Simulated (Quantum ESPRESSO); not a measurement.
Runs of Quantum ESPRESSO 7.5 on GeCN2. It takes space group R-3m (No. 166, trigonal). The conventional cell has a = 3.588 Å, b = 3.588 Å, c = 14.766 Å, α = 90.00°, β = 90.00°, γ = 120.00°. Ge (site symmetry -3m) is surrounded by 6 N at 2.40 Å. N (site symmetry 3m) has 1 C at 1.24 Å as nearest neighbours. Around C (site symmetry -3m) lie 2 N at 1.24 Å. The cell comes from a database or a generator and needn't be the stable form of this composition.

```csv
level,potentials or basis,cell,k mesh,cutoff (eV),form of the LDA correlation,pressure (GPa),largest force (eV/Å)
LDA,PseudoDojo 0.4.1 SR LDA standard,as given,"6 × 6 × 6, shifted",1143,PW92,-6.2,0.14
PBE,GBRV 1.5 PBE,relaxed,"4 × 4 × 4, shifted",612,-,0.0,-
LDA,PseudoDojo 0.4.1 SR LDA standard,as given,"8 × 8 × 8, shifted",1143,PW92,-6.2,0.14
PBE+D3(BJ),GBRV 1.5 PBE,relaxed,"4 × 4 × 4, shifted",612,-,0.0,-
LDA,PseudoDojo 0.4.1 SR LDA standard,as given,"4 × 4 × 4, shifted",1143,PW92,(a),0.12
```

Alike in all rows: task phonons; no spin polarisation; smearing fermi-dirac 0.05 eV.

Q: Fill in the values left out.

A: (a) -6.3.

Caveats: some modes are imaginary; the atoms weren't relaxed first, which shifts the frequencies (some runs); the cell is more than 3 GPa from zero pressure, which shifts response properties (some runs); before the sum rule the acoustic modes lie tens of cm⁻¹ from zero, a sign that the density grid also shifts the optical modes (some runs).
